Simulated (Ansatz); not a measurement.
# Mo3F: the cost of one run

Program: Ansatz 0.2.0. Level of theory: DFT PBE, scalar-relativistic, plane waves, PAW. These are calculated values, not measurements.

The COD entry's cell or inner coordinates are ideal or old and differ from later refinements, so a difference from it is no clean test against experiment.

7 further runs of the same task are left out: 7 set aside as unsound or not needed. Runs told in other sessions of the task aren't counted.

**1. The structure to begin with**

Symmetry: P1, No. 1, triclinic system. Conventional cell: a = 2.737 Å, b = 2.737 Å, c = 21.308 Å, α = 90.00°, β = 90.00°, γ = 109.47°. Mo (site symmetry 1) has 6 Mo at 2.67 to 2.74 Å in its first shell of neighbours. Around Mo (site symmetry 1) lie 8 Mo at 2.67 to 2.74 Å. Mo (site symmetry 1) is surrounded by 1 F at 1.61 Å. F (site symmetry 1) is surrounded by 1 Mo at 1.61 Å.

Coordinates:

```xyz
4
Lattice="2.7370 0.0000 0.0000 -0.9123 2.5805 0.0000 0.0000 0.0000 21.3082" Properties=species:S:1:pos:R:3 pbc="T T T"
Mo    0.9123    1.2903    4.0000
Mo    0.0000    0.0000    6.1542
Mo    0.9123    1.2903    8.3082
F     3.1932    1.2903    9.8482
```

This is the geometry of the first run shown, built on a cell relaxed beforehand with the same method.

**2. Plan of the line**

Atoms count from 1 in the order of the input.

F is moved along a line over the surface and along the normal, above a rigid substrate.

The axes are (1) position of F4 along the first surface vector, from above Mo3: 6 values from 0.00 to 2.28 Å, periodic; (2) height of F4 above the plane of Mo3: 7 values from 1.17 to 3.87 Å.

Nothing else is relaxed. Points are written as (first, second).

**3. Grid point (2.28 Å, 1.54 Å)**

A dipole layer in the vacuum cancels the field that periodic copies would set up if the slab's two faces differ.

Contents of input.yaml:

```yaml
crystal:
  lattice:
    - [2.7370454666, 0.0, 0.0]
    - [-0.9123484889, 2.5805112132, 0.0]
    - [0.0, 0.0, 21.3082440453]
  atoms:
    - { symbol: Mo, position: [0.5, 0.5, 0.187720771] }
    - { symbol: Mo, position: [0.0, 0.0, 0.2888166432] }
    - { symbol: Mo, position: [0.5, 0.5, 0.3899074944] }
    - { symbol: F, position: [1.3333333333, 0.5, 0.4621799912], spin: 1.0 }
basis:
  ecutwfc: 420
kpoints:
  mp_grid: { grid: [10, 10, 1] }
hamiltonian:
  xc: pbe
  pseudopotentials: { kind: paw, azcp: { folder: soft_1 } }
scf:
  occupations: { method: gaussian, width: 0.1 }
output:
  forces: true
  eigenvalues: true
  populations: true
magnetization:
  spin_polarized: true
efield:
  axis: 3
  dipole_correction: true
  ramp_width: 0.04
```

On the command line:

```bash
> ansatz run input.yaml --threads 1 --pin off --max-ram 3072MiB --backend cpu --events-out ev --progress --plain --runs-dir out
```

Q: Estimate wall time and peak memory on 1 thread of Intel Xeon 6975P-C (Granite Rapids), shared host.

About 34 s, with a peak of 0.63 GiB.
